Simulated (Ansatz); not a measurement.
# GaCl₂ (doublet): wave-function methods side by side, cc-pVDZ

An exercise on one series of results from a longer session: the logs are not shown, and one member is left open.

Computed with Ansatz 0.2.0, Gaussian basis. Level: cc-pVDZ, core rule «outside noble gas», up to 24 orbitals frozen.

The runs, in order: UHF; CCSD(T) on ROHF; CCSD(T) on UHF; BCCD(T) on ROHF; CISD as a restricted active space (open shells left free, so some higher excitations enter); CCSDT(Q) on ROHF; CCSDT(Q) on UHF.

34 further runs of the same task are left out: 12 for a known fault of the program, 10 that didn't finish, 12 set aside as unsound or not needed. Runs told in other sessions of the task aren't counted.

### The geometry

The geometry is a PBE0/def2-TZVP stationary point (not a proven minimum). No spin-orbit coupling is included. The filled d shell of Ga may be among the frozen orbitals whatever the setting's name suggests.

3 atoms, charge 0, spin multiplicity 2.

Atoms are counted from 1 here; the program's logs count them from 0.

Bond lengths: Cl1–Ga2 2.160 Å, Ga2–Cl3 2.160 Å. Angles: Cl1–Ga2–Cl3 119.1°.

Coordinates:

```csv
atom,x (Å),y (Å),z (Å)
Cl1,0.0000,-0.5429,1.8617
Ga2,0.0000,0.5521,0.0000
Cl3,0.0000,-0.5429,-1.8617
```

Set-up of the first run:

in.yaml

```yaml
crystal:
  periodic: [false, false, false]
  atoms:
    - {symbol: Cl, position_ang: [0.000000, -0.542913, 1.861701]}
    - {symbol: Ga, position_ang: [0.000000, 0.552125, 0.000000]}
    - {symbol: Cl, position_ang: [0.000000, -0.542913, -1.861701]}
basis:
  gaussian: {orbitals: cc-pVDZ}
magnetization: {spin_polarized: true, initial_magnetization: 1}
hamiltonian: {xc: hf}
output: {orbitals: {seedname: orbitals}}
```

The run is started by

```sh
ansatz run in.yaml --threads 1 --pin off --events-out ev --progress --plain --max-ram 2393MiB
```

Steps of the session up to this table: UHF; CCSD(T) on ROHF; CCSD(T) on UHF; BCCD(T) on ROHF; CISD as a restricted active space (open shells left free, so some higher excitations enter); CCSDT(Q) on ROHF; CCSDT(Q) on UHF.

One table of the session follows, with a row left open; its other results are not shown here.

```
   method  from UCCSDT(Q) (meV)
     ROHF               +9385.0
      UHF                     ?
     RMP2                +996.9
     UMP2                +984.6
    RCCSD                +260.7
    UCCSD                +253.1
 RCCSD(T)                 +50.3
 UCCSD(T)                 +44.5
  BCCD(T)                 +49.1
   RCCSDT                 +27.6
   UCCSDT                 +21.7
RCCSDT(Q)                  +7.7
UCCSDT(Q)                     0
```

Q: Estimate the row for UHF from the others.

**Answer.** from UCCSDT(Q) (meV): +9335.9. In the column «from UCCSDT(Q) (meV)» it lies between RMP2 (+996.9) and ROHF (+9385.0).

Not comparable, so not listed: CISD as a restricted active space (open shells left free, so some higher excitations enter) (they don't share determinant, frozen orbitals or solution with the rows shown, or repeat one).

Caveats from the session: Restricted and unrestricted rows rest on different reference determinants; a gap between their highest levels can come from leftover correlation error, from unlike frozen cores or from another state.
